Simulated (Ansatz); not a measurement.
# BaAl9Fe2: the cost of one run

All numbers are computed with the Python package of Ansatz 0.2.0. Level of theory: DFT PBEsol, plane waves, PAW.

## 1. The system

The structure is hexagonal, space group P6/mmm (No. 191). Conventional cell: a = 7.941 Å, b = 7.941 Å, c = 3.950 Å, α = 90.00°, β = 90.00°, γ = 120.00°. Ba (site symmetry 6/mmm) has 18 Al at 3.59 to 3.97 Å and 2 Ba at 3.95 Å as nearest neighbours. Around Al (site symmetry mmm) lie 2 Fe at 2.29 Å. Around Al (site symmetry mm2) lie 2 Fe at 2.53 Å and 6 Al at 2.74 to 2.83 Å. Fe (site symmetry -6m2) is surrounded by 9 Al at 2.29 to 2.53 Å.

The script holds or builds the structure itself.

## 2. The code

run_vcrelax.py

```python
"""Relax cell and ions of BaAl9Fe2."""

import warnings

import ansatz
from ase.data import atomic_numbers
import numpy as np
import spglib

XC = "pbesol"
FILLING = "fermi_dirac"
SMEARING_WIDTH = 0.15
MESH = (4, 4, 7)
FORCE_TOL = 0.05

def edges_and_angles(cell):
    cell = np.asarray(cell)
    a, b, c = np.linalg.norm(cell, axis=1)
    cosines = cell[1] @ cell[2] / (b * c), cell[0] @ cell[2] / (a * c), cell[0] @ cell[1] / (a * b)
    return (a, b, c, *np.degrees(np.arccos(cosines)))


def main() -> None:
    warnings.simplefilter("ignore", ansatz.DeckWarning)

    lattice = ansatz.Lattice.of(
        (7.94126, 0.0, 0.0),
        (-3.97063, 6.877333, 0.0),
        (0.0, 0.0, 3.950487),
    )
    sites = [
        ("Ba", (0.0, 0.0, 0.0), 0.0),
        ("Al", (0.5, 0.0, 0.0), 0.0),
        ("Al", (0.5, 0.5, 0.0), 0.0),
        ("Al", (0.0, 0.5, 0.0), 0.0),
        ("Al", (0.218345, 0.436691, 0.5), 0.0),
        ("Al", (0.781655, 0.218345, 0.5), 0.0),
        ("Al", (0.436691, 0.218345, 0.5), 0.0),
        ("Al", (0.563309, 0.781655, 0.5), 0.0),
        ("Al", (0.218345, 0.781655, 0.5), 0.0),
        ("Al", (0.781655, 0.563309, 0.5), 0.0),
        ("Fe", (2 / 3, 1 / 3, 0.0), 2.4),
        ("Fe", (1 / 3, 2 / 3, 0.0), -2.4),
    ]
    cell = ansatz.Crystal(lattice=lattice)
    for symbol, position, moment in sites:
        cell = cell.atom(symbol, position, moment=moment or None)

    # part of the cell is held
    base = cell.calculation()
    base = base.functional(XC)
    base = base.occupations(FILLING, width=SMEARING_WIDTH)
    base = base.spin("collinear")
    base = base.kpoints(*MESH)
    base = base.pseudopotentials("paw").relax(force_tolerance=FORCE_TOL, fix_cell=["a", "angles"])
    base = base.density()
    steps = []


    def follow(event):
        if event["event"] != "relax_step":
            return
        row = event["data"]
        steps.append(row)
        print(f"step {row['step']:3d}  E = {row['lagrangian_ev']:.5f} eV  largest force component = {row['allowed_force_max_ev_ang']:.4f} eV/A  P = {row['pressure_gpa']:.3f} GPa")


    outcome = base.session().plan(threads=1).execute(on_event=follow)
    summary = outcome.report

    first, last = steps[0], steps[-1]
    symbols = [site.symbol for site in outcome.lattice.sites]
    print(f"energy gained {first['lagrangian_ev'] - last['lagrangian_ev']:.4f} eV in {len(steps) - 1} steps")
    for label, vectors in (("before", first["cell_ang"]), ("after", outcome.lattice.cell_ang)):
        print(label, "a b c (A) {:.4f} {:.4f} {:.4f}  angles {:.2f} {:.2f} {:.2f}".format(*edges_and_angles(vectors)), f" V = {abs(np.linalg.det(vectors)):.3f} A^3")
    print("final stress xx yy zz (GPa, compression positive):", np.round(np.diag(summary["stress_gpa"]), 3) + 0.0)

    print("relaxed fractional positions")
    for site in outcome.lattice.sites:
        print(f"  {site.symbol:2s}", " ".join(f"{v % 1:8.5f}" for v in np.round(site.position_frac, 5)))

    fractions = [site.position_frac for site in outcome.lattice.sites]
    numbers = [atomic_numbers[s] for s in symbols]
    for tolerance in (1e-3, 1e-2, 1e-1):
        print(f"space group at {tolerance} A:", spglib.get_spacegroup((outcome.lattice.cell_ang, fractions, numbers), symprec=tolerance))

    change = np.array(last["positions_ang"]) @ np.linalg.inv(last["cell_ang"]) - np.array(first["positions_ang"]) @ np.linalg.inv(first["cell_ang"])
    moved = np.linalg.norm(change @ np.array(last["cell_ang"]), axis=1)
    print("displacement within the cell, strain taken out (A):", " ".join(f"{s}:{d:.3f}" for s, d in zip(symbols, moved)))

    print("atom   start x y z (A)              end x y z (A)")
    for symbol, a, b in zip(symbols, first["positions_ang"], last["positions_ang"]):
        print(f"{symbol:3s}", " ".join(f"{v:8.4f}" for v in a), "  ", " ".join(f"{v:8.4f}" for v in b))

    energy = summary["free_energy_ev"]
    print("BaAl9Fe2: {:.6f} eV = {:.6f} Ry = {:.6f} Ha".format(energy, energy / 13.605693, energy / 27.211386))
    print("Fermi level {:.4f} eV, {} k-points, {} symmetry operations".format(summary["fermi_energy_ev"], summary["n_kpoints"], summary["n_symmetry_ops"]))

    rho = outcome.density()
    up, down = (channel.density_e_per_ang3 for channel in rho.channels)
    voxel = rho.cell_volume_ang3 / up.size
    print([str(channel.component) for channel in rho.channels], rho.dims)
    print(f"integral of up - down {np.sum(up - down) * voxel:.4f}, of its modulus {np.sum(np.abs(up - down)) * voxel:.4f} muB on the grid")
    print(f"spin density from {np.min(up - down):.4f} to {np.max(up - down):.4f} e/A^3")


if __name__ == "__main__":
    main()
```

## 3. Running it

Command:

```console
> python run_vcrelax.py
```

Q: Estimate wall time and peak memory on 1 thread of Arm Neoverse V2, shared host.

About 8.6 min, with a peak of 0.98 GiB.
